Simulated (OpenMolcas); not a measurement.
# Nd²⁺ among point charges: CASSCF levels and susceptibility

Aim: the splitting of the states of Nd²⁺ in the field of 8 point charges, its lowest levels with spin-orbit coupling and its magnetic susceptibility.

Method: state-averaged CASSCF, spin-orbit coupling by RASSI with atomic mean-field integrals. Code: OpenMolcas 26.06.

### Step 1. The atom as given

| Quantity | Value |
| --- | --- |
| Species | Nd²⁺ (neodymium, Z = 60, 58 electrons) |
| Basis | ANO-RCC-VTZP [8s7p5d3f2g1h], 104 functions |
| Scalar Hamiltonian | DKH2, point nucleus |
| Inactive shells | 1s 2s 2p 3s 3p 3d 4s 4p 4d 5s 5p |
| Active space | 4 electrons in 7 orbitals (4f) |
| Some configurations of this space | 4f4 |
| Orbitals | optimised for the highest spin of each parity, averaged over all roots |

The outer shells:

4f4
```
4f [↑ ][↑ ][↑ ][↑ ][  ][  ][  ]
```

The ion sits among 8 point charges of -0.5 e arranged as a cube (Oh), 3.03 Å from the ion.

Each step is its own input file, run in one work folder so that later steps find the files of earlier ones. Labels, J, g values, rates, χT and fits are worked out afterwards by a script from the matrices that RASSI stores. The input lists half of the charges; inversion (Group=XYZ) makes the rest.

### Step 2. GATEWAY and SEWARD: basis and integrals

Input file a.inp:

```
&GATEWAY
Coord
1

Nd 0.0 0.0 0.0
Basis=ANO-RCC-VTZP
Group=XYZ
NoMove
AngMom=0.0 0.0 0.0
AMFI
XField
4 Angstrom 0
1.749371 1.749371 1.749371 -0.500000
1.749371 1.749371 -1.749371 -0.500000
1.749371 -1.749371 1.749371 -0.500000
1.749371 -1.749371 -1.749371 -0.500000
&SEWARD
```

On the command line:

```
> OMP_NUM_THREADS=1 MOLCAS_MEM=2252 MOLCAS_PROJECT=a pymolcas a.inp > a.log
```

### Step 3. CASSCF: quintets of even parity, 35 roots

Input file a.inp:

```
&RASSCF
FileOrb=start.orb
Symmetry=1
Spin=5
nActEl=4 0 0
Inactive=15 12
Ras2=0 7
CIRoot=35 35 1
SDav=35
CIMx=300
Iter=120 100
PrWF=0.3
OrbListing=Nothing
MaxOrb=0
>>> COPY $Project.JobIph JOB001
```

start.orb holds the contracted functions of the basis, ordered by shell, or the orbitals of the step before.

### Step 4. Reference wave functions, triplets of even parity, 162 roots

Input file a.inp:

```
&RASSCF
FileOrb=start.orb
Symmetry=1
Spin=3
nActEl=4 0 0
Inactive=15 12
Ras2=0 7
CIRoot=162 162 1
SDav=210
CIMx=300
Iter=120 100
PrWF=0.3
OrbListing=Nothing
MaxOrb=0
CIOnly
>>> COPY $Project.JobIph JOB002
```

### Step 5. CASSCF: singlets of even parity, 162 roots

Input file a.inp:

```
&RASSCF
FileOrb=start.orb
Symmetry=1
Spin=1
nActEl=4 0 0
Inactive=15 12
Ras2=0 7
CIRoot=162 162 1
SDav=196
CIMx=300
Iter=120 100
PrWF=0.3
OrbListing=Nothing
MaxOrb=0
CIOnly
>>> COPY $Project.JobIph JOB003
```

### Step 6. State interaction with spin-orbit coupling

Input file a.inp:

```
&RASSI
NrOfJobIphs=3 33 106 31
1 2 3 4 5 6 7 8 9 10 11 12 13 14 15 16 17 18 19 20 21 22 23 24 25 26 27
28 29 30 31 32 33
1 2 3 4 5 6 7 8 9 10 11 12 13 14 15 16 17 18 19 20 21 22 23 24 25 26 27
28 29 30 31 32 33 34 35 36 37 38 39 40 41 42 43 44 45 46 47 48 49 50 51
52 53 54 55 56 57 58 59 60 61 62 63 64 65 66 67 68 69 70 71 72 73 74 75
76 77 78 79 80 81 82 83 84 85 86 87 88 89 90 91 92 93 94 95 96 97 98 99
100 101 102 103 104 105 106
1 2 3 4 5 6 7 8 9 10 11 12 13 14 15 16 17 18 19 20 21 22 23 24 25 26 27
28 29 30 31
IphNames
JOB001
JOB002
JOB003
EJob
SpinOrbit
DIPRint=1.0
SOCoupling=1000.0
Subsets=2
Property=9
'ANGMOM' 1 'ANGMOM' 2 'ANGMOM' 3 'MLTPL  1' 1 'MLTPL  1' 2 'MLTPL  1' 3
'AMFI' 1 'AMFI' 2 'AMFI' 3
SOProperty=3
'ANGMOM' 1 'ANGMOM' 2 'ANGMOM' 3
```

Before running it: what results should come out? Wanted: spin-free ground state; first state of the same spin within the active space; lowest level; next level.

**Answer**, as computed:

```
                                            quantity                           value
                                              method                          CASSCF
                              spin-free ground state  5E, 2-fold in its orbital part
first state of the same spin within the active space                 5T2 at 2.1 cm⁻¹
                                        lowest level                       1-fold A1
                                          next level                       27.1 cm⁻¹
                                         χT at 300 K                  1.04 cm³ K/mol
                           effective moment at 300 K                         2.88 μB
```

The spin-free ground state (5E) comes to 100 % from free-ion I terms and keeps the highest spin of the shell. The triplets, singlets rest on orbitals optimised for another spin in at least one step, which raises them against the optimised states. Not all states of the active space went into the spin-orbit step. High states of lower spin are left out of the spin-orbit mixing, and CASSCF puts spin-flip levels too high. This is an electrostatic model: the charges have no orbitals.
